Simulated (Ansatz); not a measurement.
**CH₃AlF₂Si: how energies converge with the basis set**

Aim: see how fast density functionals converge with the basis set for CH₃AlF₂Si.

The runs use Ansatz 0.2.0, Gaussian basis; one geometry, several basis sets.

The runs, in order: PBE0-D4/def2-SVP; ωB97M-V/def2-SVP; PBE0-D4/def2-QZVPP; ωB97M-V/def2-QZVPP; the functionals' def2-TZVPP values are taken from earlier runs.

**1. Structure used throughout**

An earlier PBE0-D4 in a triple-zeta def2 set relaxation fixed the geometry.

8 atoms, charge 0, spin multiplicity 1.

Atoms are counted from 1 here; the program's logs count them from 0.

Bond lengths: F1–C2 1.356 Å, C2–Al4 1.931 Å, C2–Si5 1.733 Å, F3–Al4 1.649 Å, Al4–H6 1.575 Å, Si5–H7 1.475 Å, Si5–H8 1.480 Å. Angles: F1–C2–Al4 121.2°, F1–C2–Si5 122.2°, Al4–C2–Si5 116.6°, C2–Al4–F3 120.3°, C2–Al4–H6 120.7°, F3–Al4–H6 119.1°, C2–Si5–H7 115.7°, C2–Si5–H8 127.0°, H7–Si5–H8 117.3°.

As a file:

```mol
CH3AlF2Si
  3D, bonds by distance, orders not assigned

  8  7  0  0  0  0  0  0  0  0999 V2000
    1.1609   -1.3642    1.1585 F   0  0
    0.4354   -0.5361    0.3669 C   0  0
   -0.0921    1.5198    2.6362 F   0  0
   -0.3200    1.1010    1.0577 Al  0  0
    0.1360   -0.8828   -1.3048 Si  0  0
   -1.1597    2.0536    0.1268 H   0  0
   -0.6703    0.1151   -2.0315 H   0  0
    0.6017   -2.0635   -2.0657 H   0  0
  1  2  8  0
  2  4  8  0
  2  5  8  0
  3  4  8  0
  4  6  8  0
  5  7  8  0
  5  8  8  0
M  END
```

**2. PBE0-D4 in def2-SVP**

Input file in.yaml:

```yaml
crystal:
  periodic: [false, false, false]
  atoms:
    - {symbol: F, position_ang: [1.160936, -1.364192, 1.158512]}
    - {symbol: C, position_ang: [0.435374, -0.536142, 0.366857]}
    - {symbol: F, position_ang: [-0.092078, 1.519807, 2.636247]}
    - {symbol: Al, position_ang: [-0.319966, 1.101021, 1.057737]}
    - {symbol: Si, position_ang: [0.136020, -0.882831, -1.304755]}
    - {symbol: H, position_ang: [-1.159661, 2.053585, 0.126807]}
    - {symbol: H, position_ang: [-0.670289, 0.115119, -2.031524]}
    - {symbol: H, position_ang: [0.601664, -2.063468, -2.065680]}
basis:
  gaussian: {orbitals: def2-SVP}
hamiltonian: {xc: pbe0, dispersion: d4}
output: {orbitals: {seedname: orbitals}}
```

Launch:

```console
ansatz run in.yaml --threads 2 --pin off --events-out ev --progress --plain --max-ram 4352MiB
```

Further steps of the session: ωB97M-V in def2-SVP; PBE0-D4 in def2-QZVPP; ωB97M-V in def2-QZVPP.

Q: Predict the results of all the runs planned. Wanted: PBE0-D4: double and triple zeta above quadruple; ωB97M-V: double and triple zeta above quadruple.

The runs gave:

```
                                       quantity           value
PBE0-D4: double and triple zeta above quadruple  13.96, 0.84 eV
ωB97M-V: double and triple zeta above quadruple  14.09, 0.79 eV
```

**Reading.** For PBE0-D4 the step from double to triple zeta gains 13.12 eV and the next only 0.84 eV. Total energies overstate the basis error of differences, where much of it tends to cancel.
